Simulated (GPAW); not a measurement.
HfB:

```xyz
2
Lattice="0.0000 2.3100 2.3100 2.3100 0.0000 2.3100 2.3100 2.3100 0.0000" Properties=species:S:1:pos:R:3 pbc="T T T"
Hf    2.3100    2.3100    2.3100
B     0.0000    0.0000    0.0000
```

```yaml
Program: GPAW 26.7.0
Task: relaxation of cell and atoms
Functional: PBEsol
Dispersion: D3(BJ)
Potentials_or_basis: PAW data sets generated in the run's folder for this functional
Cutoff: 800 eV
Basis: pw
k_mesh: 10 × 10 × 10
Occupations: fermi-dirac, width 0.05 eV
Spin: no spin polarisation
```

At the start: pressure 20.3 GPa; volume 12.33 Å³/atom.

Question: Where does the relaxation end?

Answer: Over 4 steps the energy falls by 68.3 meV/atom and the volume is 13.49 Å³/atom (+9.4 %); space group Fm-3m (No. 225, to 0.05 Å).

Step by step:
```tsv
step	energy change (eV)	largest force (eV/Å)	pressure (GPa)	volume (Å³)
1	0.0000	0.0000	20.27	24.65
2	-0.0836	0.0000	11.95	25.49
3	-0.1363	0.0000	0.85	26.86
4	-0.1366	0.0000	0.04	26.97
```

Final structure:
```xyz
2
Lattice="0.0000 2.3802 2.3802 2.3802 0.0000 2.3802 2.3802 2.3802 0.0000" Properties=species:S:1:pos:R:3 pbc="T T T"
Hf    2.3802    2.3802    2.3802
B     0.0000    0.0000    0.0000
```

Caveat: later steps reuse the first step's grids; pairwise dispersion overbinds metals, which lowers pressure and volume.
